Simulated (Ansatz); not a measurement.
# InH2F (SMILES [F][InH2]) at CCSDTQ/STO-3G

What is the energy change on altering one bond length of InH2F at CCSDTQ/STO-3G? 

The results are computed with Ansatz 0.2.0.

57 further runs of the same task are left out: 3 that didn't finish, 54 set aside as unsound or not needed.

## Step 1: Starting point

InH2F has 4 atoms, charge 0, and is taken as a singlet. As SMILES, `[F][InH2]`. Geometry: relaxed at PBE0-D4/def2-TZVP.

Bond lengths: F1–In2 1.961 Å, In2–H3 1.702 Å, In2–H4 1.702 Å. Angles: F1–In2–H3 110.4°, F1–In2–H4 110.4°, H3–In2–H4 139.2°.

## Step 2: The energy at CCSDTQ/STO-3G

The input, run.yaml:

```yaml
crystal:
  periodic: [false, false, false]
  atoms:
    - {symbol: F, position_ang: [-1.631800, -0.629400, 0.188600]}
    - {symbol: In, position_ang: [0.194400, 0.052300, -0.026300]}
    - {symbol: H, position_ang: [1.304300, -0.965100, 0.767900]}
    - {symbol: H, position_ang: [0.188600, 1.481900, -0.950400]}
basis:
  gaussian: {orbitals: STO-3G}
accuracy: high
correlation: {method: ccsdtq, frozen_orbitals: {F: 1, H: 0, In: 18}}
scf: {omitted_lower_state_checks: [cluster_reference, increment]}
```

Command:

```
$ ansatz run run.yaml --threads 1 --pin off --max-ram 2610MiB --events-out events.jsonl --progress --plain --runs-dir runs
```

The log of the run (excerpt; [...] marks lines left out):

```text
Warning: RAYON_NUM_THREADS=1 ignored (pool sized by the plan → 1); use --threads N
Functional definition: HF
  name "HF"
[...]
622 factors; integrals over basis functions are off by at most 4.0e-9 eV
[...]
mean field -157337.73968223 eV, -5782.0552859715 hartree, gradient 8.3e-9 eV, S^2 0.000000; 0 other end points of the search recorded, 0 dependent functions left out
19 core orbitals not correlated: weight in the atoms' cores, before any rotation towards them, 1.000 or more for the frozen orbitals, at most 0.000 for the correlated occupied ones
reference -157337.73968223 eV, -5782.0552859715 hartree; 11, 11 occupied and 4, 4 virtual orbitals, 622 factors
second order -1.39479941 eV of doubles, -0.00000000 eV of singles
cycle   1  -1.60242205 eV  change   -2.1e-1 eV  update   1.1e-1
[...]
cycle  29  -2.05709535 eV  change    1.1e-9 eV  update   2.3e-9
Total energy: -157339.79677757 eV, -5782.1308828311 hartree
Checks for a lower state left out: cluster_reference, increment
```

Run time: 12 s. Hardware: 1 thread of Arm Neoverse V2, shared host; peak memory 0.22 GiB.

## Step 3: The distorted shape

The input, molecule.yaml:

```yaml
crystal:
  periodic: [false, false, false]
  atoms:
    - {symbol: F, position_ang: [-2.088376, -0.799835, 0.242328]}
    - {symbol: In, position_ang: [0.194400, 0.052300, -0.026300]}
    - {symbol: H, position_ang: [1.304300, -0.965100, 0.767900]}
    - {symbol: H, position_ang: [0.188600, 1.481900, -0.950400]}
basis:
  gaussian: {orbitals: STO-3G}
correlation: {method: ccsdtq, frozen_orbitals: {F: 1, H: 0, In: 18}}
accuracy: high
scf: {omitted_lower_state_checks: [cluster_reference, increment]}
```

Command:

```
$ ansatz run molecule.yaml --threads 1 --pin off --max-ram 2610MiB --events-out events.jsonl --progress --plain --runs-dir runs
```

The log of the run:

```text
Warning: RAYON_NUM_THREADS=1 ignored (pool sized by the plan → 1); use --threads N
[... 11 lines left out ...]
19 core orbitals not correlated: weight in the atoms' cores, before any rotation towards them, 1.000 or more for the frozen orbitals, at most 0.000 for the correlated occupied ones
[... 43 lines left out ...]
Total energy: -157338.14888936 eV, -5782.0703240564 hartree
Checks for a lower state left out: cluster_reference, increment
```

It took 15 s on 1 thread of Arm Neoverse V2, shared host; peak memory 0.22 GiB.

## Step 4: What came out

At CCSDTQ/STO-3G, 19 core orbitals frozen:

```
                                                          quantity           value
                                         first shape: total energy  -5782.13088 Eh
         first shape: correlation energy (19 core orbitals frozen)       -75.6 mEh
                                        first shape: T1 diagnostic           0.020
                                     distorted shape: total energy  -5782.07032 Eh
     distorted shape: correlation energy (19 core orbitals frozen)       -97.4 mEh
                                    distorted shape: T1 diagnostic           0.024
energy change with the F1–In2 bond stretched from 1.961 to 2.451 Å        1.648 eV
```

What this shows: With the F1–In2 bond stretched from 1.961 to 2.451 Å the energy rises by 1.65 eV (159 kJ/mol). The first shape isn't relaxed at this level, so the change isn't measured from a minimum. The minimal basis adds a large error of its own. Relativity is left out (first shape) although the molecule holds a heavy atom. The restricted solution (distorted shape) is unstable to spin breaking: an unrestricted one lies lower. Relativity is left out (distorted shape) although the molecule holds a heavy atom.
